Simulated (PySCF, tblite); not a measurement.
**C6H5F2O2 radical: geometry, infrared bands and EPR parameters**

Wanted: the infrared bands and EPR parameters of C6H5F2O2 radical (`[C]#C[C@@H]1CO[C@H](F)O[C@@H]1F`), by calculation.

Programs: tblite 0.8.0 and PySCF 2.14.0, with density-fitted response routines of our own. Each step states its level of theory. These are calculated values for one molecule in the gas phase, unless marked as measured. Atoms are numbered from 0 throughout.

## 1. The molecule as given

15 atoms, charge 0, multiplicity 2; geometry from: force field or distance geometry start.

Bonds of the start (Å): C0–C1 1.21, C1–C2 1.46, C2–C3 1.50, C3–O4 1.40, O4–C5 1.41, C5–F6 1.39, C5–O7 1.40, O7–C8 1.38, C8–F9 1.38, C8–C2 1.51, C2–H10 1.10, C3–H11 1.11, C3–H12 1.11, C5–H13 1.09, C8–H14 1.13.

## 2. Optimising the geometry with GFN2-xTB

The job: settings as JSON, then the geometry in Å.

```
{"job": {"kind": "relax", "xc": "GFN2-xTB", "basis": "xTB"}, "charge": 0, "multiplicity": 2}
C      2.697800    -0.264400    -1.453000
C      1.860900    -0.008300    -0.622600
C      0.868600     0.272300     0.413800
C      0.201000    -1.029600     0.734600
O     -1.157800    -0.927200     1.053800
C     -1.720900    -0.268100    -0.060700
F     -1.089000    -0.672400    -1.236000
O     -1.411600     1.083000     0.124800
C     -0.080100     1.283100    -0.176600
F      0.105100     1.258800    -1.547700
H      1.366000     0.696900     1.294100
H      0.734700    -1.558800     1.554400
H      0.241300    -1.686100    -0.159700
H     -2.786000    -0.480200    -0.171700
H      0.165600     2.309000     0.230600
```

Launch:

```sh
$ OMP_NUM_THREADS=1 python probes_run.py task.json out
```

This one command runs all jobs of the session in turn.

**Question.** This job is followed by: GFN2-xTB harmonic vibrations, gas phase; UKS B3LYP, pcH-1 on C F H O, non-relativistic, mean-field spin-orbit, GIAO. What will the session give for the following? strongest single infrared mode (GFN2-xTB); zero-point energy (GFN2-xTB); g(iso) (B3LYP); ⟨S²⟩; largest a(iso); surface potential, 1st and 99th percentile.

**Answer**, as computed:

| quantity | value |
| --- | --- |
| strongest single infrared mode (GFN2-xTB) | 1122 cm⁻¹, 231 km/mol |
| zero-point energy (GFN2-xTB) | 62.5 kcal/mol |
| g(iso) (B3LYP) | 2.00244 |
| ⟨S²⟩ | 0.770 (exact 0.75) |
| largest a(iso) | 13C on C0, 1070.2 MHz |
| surface potential, 1st and 99th percentile | -1.11 V and 1.34 V |

**Reading.** Over 58 steps the energy fell by 1.014 eV; of the close pairs, O4–C5 changed most, 1.412 to 1.358 Å. No mode is imaginary among the 39: a minimum at this level. The strongest single mode, at 1122 cm⁻¹, is carried by O4, C5, O7, C3. Unscaled tight-binding wavenumbers are off by several per cent, some by more. Its intensities can rank the bands wrongly. Most of the unpaired spin sits on C0 (1.18 e). The isotropic g lies 0.1 ppt above the free-electron value.
